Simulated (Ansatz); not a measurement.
Task: a phonon calculation by linear response of WC, space group Fm-3m, with Ansatz 0.2.0 through its Python package. Give the script and its output. Level of theory: PBEsol, PAW, cutoff 558 eV, 12×12×12 k-points, Fermi-Dirac smearing of 0.1 eV.

Input file `wc.xyz`:
```text
2
Lattice="0.0 2.192684 2.192684 2.192684 0.0 2.192684 2.192684 2.192684 0.0" Properties=species:S:1:pos:R:3 pbc="T T T"
W     0.00000000    0.00000000    0.00000000
C     2.19268400    2.19268400    2.19268400
```

The script, `dfpt_wc.py`:
```python
'''Zone-centre and zone-boundary phonons of WC by linear response.'''

from pathlib import Path
import warnings

import ansatz as az
import numpy as np

warnings.simplefilter('ignore', az.DeckWarning)

system = az.Crystal.from_extxyz('wc.xyz')

calculation = (
    system.calculation()
    .functional('PBEsol')
    .basis(41 * az.Ry)
    .occupations('fermi_dirac', width=0.1)
    .scf(tolerance=1e-09)
    .kpoints(12, 12, 12)
    .phonons('dfpt')
)
done = calculation.run(threads=1, pin='off', runs_dir='runs')
ph = done.phonons

print('Gamma modes (1/cm):', ' '.join(f'{w:.1f}' for w in ph.gamma_omega_inv_cm))
print('in meV:', ' '.join(f'{w * 0.1239842:.2f}' for w in ph.gamma_omega_inv_cm))
```

```console
$ python dfpt_wc.py
Gamma modes (1/cm): 0.0 0.0 0.0 398.3 398.3 398.3
in meV: 0.00 0.00 0.00 49.38 49.38 49.38
```

What to keep in mind:
- The cell isn't relaxed first, so the values belong to this volume.
- For a metal this k-point mesh is coarse: on a finer one energies can move by several to tens of meV an atom and pressures by half a GPa or more, differences at one mesh by less.
- Spin-orbit coupling, which matters for elements this heavy, is left out.
- This cell is a computed structure, which may not be the phase found in nature.
- The structure is taken as given; imaginary modes can come from an unrelaxed or unstable start. Phonons of metals also depend on mesh and smearing.
- Finished in 21 s on 1 thread of Intel(R) Xeon(R) Processor @ 2.30GHz, on a shared host, peak memory 0.69 GiB.
